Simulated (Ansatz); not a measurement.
# BrCl₂H₂In (built from SMILES [Cl][In]([Cl])[Br].[H][H]): search for a transition state

Aim: find the saddle point of a four-centre ligand exchange that is to form In1–H6, Br2–H5 and break In1–Br2, H5–H6, prove it by its vibrations, and relax downhill on both sides to see what it joins.

Method: PBE0-D4, def2-SVP first, then def2-TZVP; program: Ansatz 0.2.0, Gaussian basis.

143 further runs of the same task are left out: 143 set aside as unsound or not needed. Runs told in other sessions of the task aren't counted.

## (1) The system as given

The guess: 6 atoms, charge 0, spin multiplicity 1.

Atoms are counted from 1 here; the program's logs count them from 0.

Bond lengths: In1–Br2 2.776 Å, In1–Cl3 2.291 Å, In1–Cl4 2.291 Å, In1–H6 1.891 Å, Br2–H5 1.751 Å. Angles: Br2–In1–Cl3 108.7°, Br2–In1–Cl4 108.7°, Br2–In1–H6 71.3°, Cl3–In1–Cl4 121.3°, Cl3–In1–H6 117.0°, Cl4–In1–H6 117.0°, In1–Br2–H5 54.9°.

As a file:

```xyz
6
charge 0, multiplicity 1
In   -0.3300    0.0071   -0.5762
Br    0.5728   -0.9964    1.8492
Cl    0.5830   -1.2354   -2.2711
Cl   -2.5912    0.3491   -0.4348
H     0.9799    0.5762    1.1963
H     0.7855    1.2995    0.2366
```

Distances that are to change: In1–H6 1.89 Å, Br2–H5 1.75 Å, In1–Br2 2.78 Å, H5–H6 1.22 Å.

## (2) Constrained relaxation of the guess

Input file hold/in.yaml:

```yaml
crystal:
  periodic: [false, false, false]
  atoms:
    - {symbol: In, position_ang: [-0.330000, 0.007100, -0.576200]}
    - {symbol: Br, position_ang: [0.572800, -0.996400, 1.849200]}
    - {symbol: Cl, position_ang: [0.583000, -1.235400, -2.271100]}
    - {symbol: Cl, position_ang: [-2.591200, 0.349100, -0.434800]}
    - {symbol: H, position_ang: [0.979900, 0.576200, 1.196300]}
    - {symbol: H, position_ang: [0.785500, 1.299500, 0.236600]}
basis:
  gaussian: {orbitals: def2-SVP}
hamiltonian: {xc: pbe0, dispersion: d4}
relax: {f_tol: 0.04, max_steps: 150, escape_saddle: false, constraints: [{distance: [0, 5]}, {distance: [1, 4]}, {distance: [0, 1]}, {distance: [4, 5]}]}
```

On the command line:

```console
ansatz run in.yaml --threads 8 --pin off --events-out ev --progress --plain --max-ram 19148MiB
```

Output, cut to the lines that bear on the results:

```text
Functional definition: PBE0
  name "PBE0"
  cite "Adamo & Barone, J. Chem. Phys. 110, 6158 (1999) doi:10.1063/1.478522"
  cite "Perdew, Burke & Ernzerhof, Phys. Rev. Lett. 77, 3865 (1996) doi:10.1103/PhysRevLett.77.3865"
  parent pbe
[...]
1138 factors; integrals over basis functions are off by at most 2.9e-4 eV
[...]
mean field -100267.30311735 eV, -3684.7554259434 hartree, gradient 1.4e-5 eV, S^2 0.000000; 0 other end points of the search recorded, 0 dependent functions left out
[...]
reference -100267.30315202 eV, -3684.7554272177 hartree; 46, 46 occupied and 58, 58 virtual orbitals, 1138 factors
relax step   1: F+E_penalty+E_count = -100267.46646586 eV  Δ(F+E_penalty+E_count) = +0.000e0 eV  max|allowed force component| = 5.559e-1 eV/Å  Δτ_max = 0.0000 Å  (26 SCF iters, accepted)
[...]
relax step   3: F+E_penalty+E_count = -100267.52570983 eV  Δ(F+E_penalty+E_count) = -5.007e-2 eV  max|allowed force component| = 8.498e-2 eV/Å  Δτ_max = 0.0742 Å  (29 SCF iters, accepted)
[...]
relax step   4: F+E_penalty+E_count = -100267.52837372 eV  Δ(F+E_penalty+E_count) = -2.664e-3 eV  max|allowed force component| = 2.814e-3 eV/Å  Δτ_max = 0.0229 Å  (31 SCF iters, accepted)
  distance In 0 - H 5 held at 1.890842 Å   reaction = +9.9683e-2 eV/Å
  distance Br 1 - H 4 held at 1.750737 Å   reaction = +7.5265e-1 eV/Å
  distance In 0 - Br 1 held at 2.775721 Å   reaction = +9.0358e-2 eV/Å
  distance H 4 - H 5 held at 1.217365 Å   reaction = +6.4106e-1 eV/Å
1138 factors; integrals over basis functions are off by at most 2.9e-4 eV
mean field -100267.36748415 eV, -3684.7577913799 hartree, gradient 4.1e-6 eV, S^2 0.000000; 1 other end points of the search recorded, 0 dependent functions left out
[...]
reference -100267.36751895 eV, -3684.7577926589 hartree; 46, 46 occupied and 58, 58 virtual orbitals, 1138 factors
Total energy: -100267.52840852 eV, -3684.7637052415 hartree
Atom 0 at    -0.326623    -0.036742    -0.532758 Å, force     0.085860     0.037312     0.116165 eV/Å
Atom 1 at     0.597149    -1.005006     1.899059 Å, force     0.105275     0.692303    -0.415214 eV/Å
Atom 2 at     0.649213    -1.214614    -2.284770 Å, force    -0.000005     0.002192     0.001883 eV/Å
Atom 3 at    -2.605327     0.409935    -0.401676 Å, force     0.002814     0.000819     0.000300 eV/Å
Atom 4 at     0.912879     0.530683     1.119923 Å, force    -0.207646    -0.245154    -0.147567 eV/Å
Atom 5 at     0.772710     1.315844     0.200221 Å, force     0.013702    -0.487472     0.444432 eV/Å
Dipole moment:     0.231199     0.267936     0.168456 e Å
```

Run time: 7.5 s. Hardware: 8 threads of AMD EPYC 7R43, shared host.

Relaxation path:

```csv
step,energy from step 1 (eV),largest force component (eV/Å)
1,0.0000,0.5559
2,-0.0092,0.4413
3,-0.0592,0.0850
4,-0.0619,0.0028
```

Distances of close pairs at the start and the end, largest changes first:

```csv
bond,before (Å),after (Å),change (Å)
In1–H5,2.276,2.142,-0.134
In1–Cl4,2.291,2.326,+0.034
In1–Cl3,2.291,2.326,+0.034
In1–Br2,2.776,2.776,+0.000
In1–H6,1.891,1.891,+0.000
Br2–H5,1.751,1.751,+0.000
```

## (3) A starting Hessian

Input file hessian/in.yaml:

```yaml
crystal:
  periodic: [false, false, false]
  atoms:
    - {symbol: In, position_ang: [-0.326623, -0.036742, -0.532758]}
    - {symbol: Br, position_ang: [0.597149, -1.005006, 1.899059]}
    - {symbol: Cl, position_ang: [0.649213, -1.214614, -2.284770]}
    - {symbol: Cl, position_ang: [-2.605327, 0.409935, -0.401676]}
    - {symbol: H, position_ang: [0.912879, 0.530683, 1.119923]}
    - {symbol: H, position_ang: [0.772710, 1.315844, 0.200221]}
basis:
  gaussian: {orbitals: def2-SVP}
hamiltonian: {xc: pbe0, dispersion: d4}
phonons: {}
scf: {lower_state_search: off}
```

On the command line:

```console
ansatz run in.yaml --threads 8 --pin off --events-out ev --progress --plain --max-ram 19148MiB
```

Output, cut to the lines that bear on the results:

```text
[... 5 set-up lines as earlier in the session ...]
[...]
1138 factors; integrals over basis functions are off by at most 2.8e-4 eV
[...]
mean field -100267.36748464 eV, -3684.7577913977 hartree, gradient 4.5e-6 eV, S^2 0.000000; 0 other end points of the search recorded, 0 dependent functions left out
[...]
reference -100267.36751944 eV, -3684.7577926766 hartree; 46, 46 occupied and 58, 58 virtual orbitals, 1138 factors
[... from here to the last solve, the lines of the solves are left out (35 solves) ...]
1138 factors; integrals over basis functions are off by at most 2.8e-4 eV
mean field -100267.36636781 eV, -3684.7577503550 hartree, gradient 3.0e-6 eV, S^2 0.000000; 0 other end points of the search recorded, 0 dependent functions left out
[...]
WARN: phonons: modes at or below zero, which the zero-point energy, F, S and C_V leave out: 1, the lowest at -1326.01 cm⁻¹. A minimum has none, and a first-order saddle one
Total energy: -100267.52840901 eV, -3684.7637052595 hartree
Atom 0 at    -0.326623    -0.036742    -0.532758 Å, force     0.085846     0.037311     0.116154 eV/Å
Atom 1 at     0.597149    -1.005006     1.899059 Å, force     0.105276     0.692298    -0.415209 eV/Å
Atom 2 at     0.649213    -1.214614    -2.284770 Å, force    -0.000002     0.002192     0.001886 eV/Å
Atom 3 at    -2.605327     0.409935    -0.401676 Å, force     0.002821     0.000820     0.000305 eV/Å
Atom 4 at     0.912879     0.530683     1.119923 Å, force    -0.207646    -0.245152    -0.147568 eV/Å
Atom 5 at     0.772710     1.315844     0.200221 Å, force     0.013704    -0.487467     0.444432 eV/Å
Dipole moment:     0.231199     0.267936     0.168455 e Å
Vibrations: -1326.01 67.25 83.30 104.63 180.63 359.45 393.83 408.53 847.81 1024.86 1184.48 1534.39 cm⁻¹, zero-point energy 0.383678 eV
Checks for a lower state left out: stability, starts, cluster_reference, orbital_swaps, neighbouring_geometries, increment
```

It took 37 s on 8 threads of AMD EPYC 7R43, shared host.

The structure is not stationary yet, so these wavenumbers are no spectrum; the search needs only the force constants.

## (4) Saddle search in the small basis

A small driver takes partitioned rational-function steps: uphill along one mode, downhill along the rest. It calls the program once a step for energy and forces and updates the Hessian by Bofill's formula. It stops when the largest force is under 0.04 eV/Å and the followed curvature is negative. The first step's input:

Input file presaddle/in.yaml:

```yaml
crystal:
  periodic: [false, false, false]
  atoms:
    - {symbol: In, position_ang: [-0.326623, -0.036742, -0.532758]}
    - {symbol: Br, position_ang: [0.597149, -1.005006, 1.899059]}
    - {symbol: Cl, position_ang: [0.649213, -1.214614, -2.284770]}
    - {symbol: Cl, position_ang: [-2.605327, 0.409935, -0.401676]}
    - {symbol: H, position_ang: [0.912879, 0.530683, 1.119923]}
    - {symbol: H, position_ang: [0.772710, 1.315844, 0.200221]}
basis:
  gaussian: {orbitals: def2-SVP}
hamiltonian: {xc: pbe0, dispersion: d4}
output: {forces: true}
scf: {lower_state_search: off}
```

On the command line:

```console
ansatz run in.yaml --threads 8 --pin off --events-out ev --progress --plain --max-ram 19148MiB
```

Step by step:

```csv
step,energy (eV),largest force (eV/Å),followed curvature (eV/Å²)
1,-100267.52838,0.6923,-9.92
2,-100267.58865,0.1575,-9.92
3,-100267.59073,0.0292,-9.91
```

The 3 steps took 3.4 s in all (8 threads of AMD EPYC 7R43, shared host).

## (5) Saddle search in triple zeta

The search itself is an outer loop (partitioned rational-function steps, Bofill update of the Hessian). Each step is one single-point run with forces. It stops when the largest force is under 0.01 eV/Å and the followed curvature is negative. The first step's input:

Input file saddle/in.yaml:

```yaml
crystal:
  periodic: [false, false, false]
  atoms:
    - {symbol: In, position_ang: [-0.329254, -0.024456, -0.547930]}
    - {symbol: Br, position_ang: [0.627477, -0.939387, 1.894881]}
    - {symbol: Cl, position_ang: [0.642574, -1.211938, -2.295269]}
    - {symbol: Cl, position_ang: [-2.609543, 0.411423, -0.413554]}
    - {symbol: H, position_ang: [0.896395, 0.513536, 1.106201]}
    - {symbol: H, position_ang: [0.772351, 1.250922, 0.255670]}
basis:
  gaussian: {orbitals: def2-TZVP}
hamiltonian: {xc: pbe0, dispersion: d4}
output: {forces: true}
scf: {lower_state_search: off}
```

On the command line:

```console
ansatz run in.yaml --threads 8 --pin off --events-out ev --progress --plain --max-ram 19148MiB
```

Step by step:

```csv
step,energy (eV),largest force (eV/Å),followed curvature (eV/Å²)
1,-100284.98115,0.3843,-9.91
2,-100284.99321,0.0287,-9.72
3,-100284.99324,0.0041,-9.10
```

The 3 steps took 6.9 s in all (8 threads of AMD EPYC 7R43, shared host).

The point found:

```xyz
6
BrCl2H2In
In   -0.32669   -0.00909   -0.55675
Br    0.62231   -0.93719    1.88405
Cl    0.63574   -1.20425   -2.26774
Cl   -2.58279    0.40235   -0.40546
H     0.88509    0.50007    1.09827
H     0.76634    1.24820    0.24763
```

Followed mode, largest move set to 1: H5 (0.04, -0.72, 0.69); In1 (0.07, 0.46, -0.28); H6 (-0.21, 0.12, -0.48); Br2 (0.19, 0.27, 0.10).

## (6) Vibrations at the point found

Input file vib/in.yaml:

```yaml
crystal:
  periodic: [false, false, false]
  atoms:
    - {symbol: In, position_ang: [-0.326687, -0.009090, -0.556748]}
    - {symbol: Br, position_ang: [0.622306, -0.937189, 1.884048]}
    - {symbol: Cl, position_ang: [0.635738, -1.204245, -2.267743]}
    - {symbol: Cl, position_ang: [-2.582788, 0.402349, -0.405464]}
    - {symbol: H, position_ang: [0.885088, 0.500075, 1.098273]}
    - {symbol: H, position_ang: [0.766341, 1.248200, 0.247634]}
basis:
  gaussian: {orbitals: def2-TZVP}
hamiltonian: {xc: pbe0, dispersion: d4}
phonons: {temperatures: {t_min: 298.15, t_max: 900, t_step: 200}}
```

On the command line:

```console
ansatz run in.yaml --threads 8 --pin off --events-out ev --progress --plain --max-ram 19148MiB
```

Output, cut to the lines that bear on the results:

```text
[... 5 set-up lines as earlier in the session ...]
[...]
1518 factors; their error is unknown
[...]
mean field -100284.83020797 eV, -3685.3995346436 hartree, gradient 5.5e-5 eV, S^2 0.000000; 0 other end points of the search recorded, 0 dependent functions left out
[...]
reference -100284.83024520 eV, -3685.3995360117 hartree; 46, 46 occupied and 138, 138 virtual orbitals, 1518 factors
[... from here to the last solve, the lines of the solves are left out (21 solves) ...]
1518 factors; their error is unknown
mean field -100284.83018736 eV, -3685.3995338863 hartree, gradient 9.9e-7 eV, S^2 0.000000; 0 other end points of the search recorded, 0 dependent functions left out
[...]
reference -100284.83022459 eV, -3685.3995352544 hartree; 46, 46 occupied and 138, 138 virtual orbitals, 1518 factors
WARN: phonons: modes at or below zero, which the zero-point energy, F, S and C_V leave out: 1, the lowest at -1012.37 cm⁻¹. A minimum has none, and a first-order saddle one
Total energy: -100284.99324264 eV, -3685.4055260570 hartree
Atom 0 at    -0.326687    -0.009090    -0.556748 Å, force     0.000151     0.001294    -0.000855 eV/Å
Atom 1 at     0.622306    -0.937189     1.884048 Å, force    -0.000101    -0.003241     0.002622 eV/Å
Atom 2 at     0.635738    -1.204245    -2.267743 Å, force    -0.000183     0.000207     0.000364 eV/Å
Atom 3 at    -2.582788     0.402349    -0.405464 Å, force     0.000444    -0.000106     0.000001 eV/Å
Atom 4 at     0.885088     0.500075     1.098273 Å, force     0.000312     0.004105    -0.003003 eV/Å
Atom 5 at     0.766341     1.248200     0.247634 Å, force    -0.000624    -0.002258     0.000871 eV/Å
Dipole moment:     0.205827     0.251148     0.139058 e Å
Vibrations: -1012.37 56.46 81.29 101.11 196.47 315.11 361.23 401.59 941.96 959.10 1258.94 1600.34 cm⁻¹, zero-point energy 0.388915 eV
```

Wall time 53 s (8 threads of AMD EPYC 7R43, shared host); peak memory 0.7 GiB.

Wavenumbers and character of the modes:

```
mode  wavenumber (cm⁻¹)                character
   1              1012i    changes Br2–H5, H5–H6
   2                 56                     bend
   3                 81                     bend
   4                101                     bend
   5                196  In–Br stretch with bend
   6                315                     bend
   7                361            In–Cl stretch
   8                402            In–Cl stretch
   9                942                     bend
  10                959   bend with In–H stretch
  11               1259   bend with In–H stretch
  12               1600             In–H stretch
```

Vibrational sums (real modes only):

```
T (K)  entropy (J/mol/K)  heat capacity (J/mol/K)
  298               74.1                     56.4
  498              106.5                     69.8
  698              131.4                     77.6
  898              151.5                     82.1
```

## (7) Relaxing after a step of 0.30 Å one way along the mode

Input file downa/in.yaml:

```yaml
crystal:
  periodic: [false, false, false]
  atoms:
    - {symbol: In, position_ang: [-0.306629, 0.127681, -0.640070]}
    - {symbol: Br, position_ang: [0.680761, -0.855037, 1.914202]}
    - {symbol: Cl, position_ang: [0.629058, -1.227137, -2.277239]}
    - {symbol: Cl, position_ang: [-2.602403, 0.385907, -0.407477]}
    - {symbol: H, position_ang: [0.897088, 0.283680, 1.305708]}
    - {symbol: H, position_ang: [0.702124, 1.285006, 0.104876]}
basis:
  gaussian: {orbitals: def2-TZVP}
hamiltonian: {xc: pbe0, dispersion: d4}
relax: {f_tol: 0.005, max_steps: 200}
```

On the command line:

```console
ansatz run in.yaml --threads 8 --pin off --events-out ev --progress --plain --max-ram 19148MiB
```

Output, cut to the lines that bear on the results:

```text
[... 5 set-up lines as earlier in the session ...]
[...]
1518 factors; their error is unknown
[...]
mean field -100284.70166475 eV, -3685.3948107672 hartree, gradient 1.8e-5 eV, S^2 0.000000; 0 other end points of the search recorded, 0 dependent functions left out
[...]
reference -100284.70170270 eV, -3685.3948121621 hartree; 46, 46 occupied and 138, 138 virtual orbitals, 1518 factors
relax step   1: F+E_penalty+E_count = -100284.86219184 eV  Δ(F+E_penalty+E_count) = +0.000e0 eV  max|allowed force component| = 4.315e0 eV/Å  Δτ_max = 0.0000 Å  (26 SCF iters, accepted)
[...]
1518 factors; their error is unknown
[...]
mean field -100285.42662490 eV, -3685.4214525613 hartree, gradient 1.3e-5 eV, S^2 0.000000; 1 other end points of the search recorded, 0 dependent functions left out
[...]
reference -100285.42666407 eV, -3685.4214540008 hartree; 46, 46 occupied and 138, 138 virtual orbitals, 1518 factors
Total energy: -100285.58811966 eV, -3685.4273873843 hartree
Atom 0 at    -0.298424     0.376720    -0.840743 Å, force     0.000113     0.000100     0.000108 eV/Å
Atom 1 at     0.497064    -1.025462     1.743750 Å, force     0.000781     0.000993     0.000493 eV/Å
Atom 2 at     0.475752    -1.348584    -2.193585 Å, force     0.000298    -0.000563    -0.000376 eV/Å
Atom 3 at    -2.577561     0.175543    -0.426903 Å, force    -0.000708    -0.000060     0.000206 eV/Å
Atom 4 at     1.311365     0.034086     2.237008 Å, force    -0.000818    -0.001098    -0.000466 eV/Å
Atom 5 at     0.591803     1.787798    -0.519528 Å, force     0.000333     0.000628     0.000034 eV/Å
Dipole moment:     0.557444     0.353889     0.658115 e Å
```

Wall time 37 s (8 threads of AMD EPYC 7R43, shared host); peak memory 0.69 GiB.

Relaxation path:

| step | energy from step 1 (eV) | largest force component (eV/Å) |
| --- | --- | --- |
| 1 | 0.0000 | 4.3148 |
| 2 | -0.4826 | 0.6800 |
| 3 | -0.5556 | 0.5595 |
| 4 | -0.6135 | 0.4563 |
| 5 | -0.6635 | 0.6062 |
| 6 | -0.7055 | 0.1705 |
| 7 | -0.7136 | 0.1326 |
| 8 | -0.7231 | 0.1291 |
| 9 | -0.7257 | 0.0328 |
| 10 | -0.7255 | 0.0317 |
| 11 | -0.7259 | 0.0057 |
| 12 | -0.7259 | 0.0011 |

Distances of close pairs at the start and the end, largest changes first:

| bond | before (Å) | after (Å) | change (Å) |
| --- | --- | --- | --- |
| In1–Br2 | 2.909 | 3.046 | +0.137 |
| Br2–H5 | 1.309 | 1.424 | +0.115 |
| In1–H6 | 1.706 | 1.699 | -0.007 |
| In1–Cl4 | 2.322 | 2.325 | +0.003 |
| In1–Cl3 | 2.322 | 2.325 | +0.003 |

## (8) Relaxing after a step of 0.30 Å the other way along the mode

Input file downb/in.yaml:

```yaml
crystal:
  periodic: [false, false, false]
  atoms:
    - {symbol: In, position_ang: [-0.346745, -0.145860, -0.473425]}
    - {symbol: Br, position_ang: [0.563851, -1.019341, 1.853893]}
    - {symbol: Cl, position_ang: [0.642419, -1.181354, -2.258247]}
    - {symbol: Cl, position_ang: [-2.563173, 0.418791, -0.403451]}
    - {symbol: H, position_ang: [0.873089, 0.716469, 0.890838]}
    - {symbol: H, position_ang: [0.830558, 1.211395, 0.390393]}
basis:
  gaussian: {orbitals: def2-TZVP}
hamiltonian: {xc: pbe0, dispersion: d4}
relax: {f_tol: 0.005, max_steps: 200}
```

On the command line:

```console
ansatz run in.yaml --threads 8 --pin off --events-out ev --progress --plain --max-ram 19148MiB
```

Output, cut to the lines that bear on the results:

```text
[... 5 set-up lines as earlier in the session ...]
[...]
1518 factors; their error is unknown
[...]
mean field -100285.01535347 eV, -3685.4063386152 hartree, gradient 5.8e-5 eV, S^2 0.000000; 0 other end points of the search recorded, 0 dependent functions left out
[...]
reference -100285.01539111 eV, -3685.4063399982 hartree; 46, 46 occupied and 138, 138 virtual orbitals, 1518 factors
relax step   1: F+E_penalty+E_count = -100285.17897169 eV  Δ(F+E_penalty+E_count) = +0.000e0 eV  max|allowed force component| = 3.294e0 eV/Å  Δτ_max = 0.0000 Å  (26 SCF iters, accepted)
[...]
1518 factors; their error is unknown
[...]
mean field -100286.24682372 eV, -3685.4515943121 hartree, gradient 2.7e-5 eV, S^2 0.000000; 1 other end points of the search recorded, 0 dependent functions left out
[...]
reference -100286.24686124 eV, -3685.4515956911 hartree; 46, 46 occupied and 138, 138 virtual orbitals, 1518 factors
Total energy: -100286.40813124 eV, -3685.4575222541 hartree
Atom 0 at    -0.467863    -0.699557    -0.205071 Å, force    -0.000491    -0.002512     0.001319 eV/Å
Atom 1 at     0.208334    -1.761228     1.879489 Å, force    -0.000133     0.000408    -0.000582 eV/Å
Atom 2 at     0.729242    -1.046258    -2.137348 Å, force     0.000985     0.000570    -0.000650 eV/Å
Atom 3 at    -2.412505     0.522011    -0.319494 Å, force    -0.000374     0.001248     0.000136 eV/Å
Atom 4 at     1.075039     1.327701     0.712566 Å, force    -0.000214     0.002574    -0.002590 eV/Å
Atom 5 at     0.867753     1.657432     0.069859 Å, force     0.000227    -0.002289     0.002367 eV/Å
Dipole moment:     0.116168     0.099929     0.114560 e Å
```

Run time: 32 s. Hardware: 8 threads of AMD EPYC 7R43, shared host; peak memory 0.69 GiB.

Along the way:

| step | energy from step 1 (eV) | largest force component (eV/Å) |
| --- | --- | --- |
| 1 | 0.0000 | 3.2940 |
| 2 | -0.7717 | 0.9566 |
| 3 | -1.0586 | 0.7089 |
| 4 | -1.1868 | 0.2036 |
| 5 | -1.2109 | 0.4169 |
| 6 | -1.2242 | 0.0805 |
| 7 | -1.2273 | 0.0602 |
| 8 | -1.2287 | 0.0336 |
| 9 | -1.2291 | 0.0200 |
| 10 | -1.2291 | 0.0026 |

Close pairs (by a distance rule), those that changed most:

```csv
bond,before (Å),after (Å),change (Å)
In1–H6,1.994,2.723,+0.729
In1–H5,2.023,2.708,+0.685
In1–Br2,2.647,2.435,-0.212
H5–H6,0.705,0.752,+0.046
In1–Cl4,2.288,2.299,+0.011
In1–Cl3,2.288,2.299,+0.011
```

## (9) The three structures

```csv
pair,start side (Å),saddle (Å),end side (Å)
In1–H6,2.723,1.850,1.699
Br2–H5,3.414,1.659,1.424
In1–Br2,2.435,2.778,3.046
H5–H6,0.752,1.139,3.345
```

## (10) Outcome

| quantity | value |
| --- | --- |
| imaginary mode | 1012i cm⁻¹ |
| barrier from the start side | 136.5 kJ/mol |
| barrier from the end side | 57.4 kJ/mol |
| energy of the step | +79.1 kJ/mol |
| pairs that change | In1–H6 formed, Br2–H5 formed, In1–Br2 loosened, H5–H6 broken |
| zero-point energy at the saddle | 0.389 eV |

**Reading.** One imaginary mode, 1012i cm⁻¹, makes this a first-order saddle. The two relaxations end on the structures that were planned. A bond meant to break is only loosened at the end: the products stay bound as an adduct. At PBE0-D4/def2-TZVP the electronic barrier is 136.5 kJ/mol, about 55 kT at 298 K, and the step runs 79.1 kJ/mol uphill. With so stiff a mode tunnelling counts: Wigner's rough correction is a factor of 2.0 at 298 K. A step off the saddle overshot and began above it in energy, so the link to its end is likely but not proven. The ends are the nearest minima, not always the lowest complexes.
